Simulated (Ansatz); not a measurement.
HPbNO4 in Ansatz: convergence with k mesh

The system is HPbNO4.

```
H Pb N O
1.0
     6.43453    0.00000    0.00872
     0.00000    4.11089    0.00000
    -3.14884    0.00000    7.72026
H Pb N O
2 2 2 8
Cartesian
  0.2769 0.3972 3.9549
  3.0088 2.4526 3.7740
  5.4168 2.4873 2.2678
  -2.1311 0.4318 5.4611
  1.3145 1.5041 6.1266
  1.9712 3.5595 1.6024
  -0.6130 0.3781 3.5271
  0.1283 1.8988 6.2234
  2.2065 1.9134 6.9088
  1.6376 0.6685 5.2028
  3.8987 2.4336 4.2019
  3.1574 3.9543 1.5056
  1.0791 3.9688 0.8202
  1.6481 2.7240 2.5262
```

The cell was built by a generator and needn't be a form met in nature.

* Program: Ansatz 0.2.0
* Task: convergence study
* Functional: PBE
* Potentials or basis: Ansatz PAW
* Cutoff: 420 eV (not typed: the program's choice for these potentials)
* k mesh: 2 × 2 × 1
* Occupations: fermi-dirac, width 0.05 eV
* Spin: no spin polarisation

These are the settings of the first run; the series varies k mesh, with any setting tied to it.

Hardware: 8 threads of Arm Neoverse V1 (shared host).

```csv
k mesh,"energy less the tightest run, at zero smearing (meV/atom)",largest force (eV/Å),gap on the mesh (eV),SCF cycles,CPU time (s),peak memory (GiB)
2 × 2 × 1,0.68,0.066,3.319,9,4,0.53
2 × 3 × 2,0.00,0.007,3.329,9,8.5,0.65
3 × 4 × 2,0.01,0.007,3.344,9,13,0.74
4 × 5 × 3,0.01,0.007,3.297,9,25,0.82
4 × 6 × 3,-0.01,0.007,3.301,9,31,0.89
5 × 7 × 4,0.01,0.007,3.297,9,51,0.93
6 × 9 × 5,0.00,0.007,3.297,9,92,1.2
8 × 11 × 6,0.00,0.007,3.294,9,180,1.6
```

Against the tightest run, the energy stays within 1 meV/atom from 2 × 2 × 1 on; the largest force stays within 0.005 eV/Å from 2 × 3 × 2 on; the gap on the mesh stays within 0.01 eV from 4 × 5 × 3 on. Meshes of other sizes hit other points, so gaps and Fermi surfaces needn't settle smoothly. The tightest run that finished is the yardstick and may itself not be fully converged.

Caveat, for the tightest run too: odd divisions of the mesh miss points on the zone boundary, where band edges often lie, so the gap on the mesh can be too wide; spin-orbit coupling is left out, which as a rule narrows the gap of such compounds by several tenths of an eV.
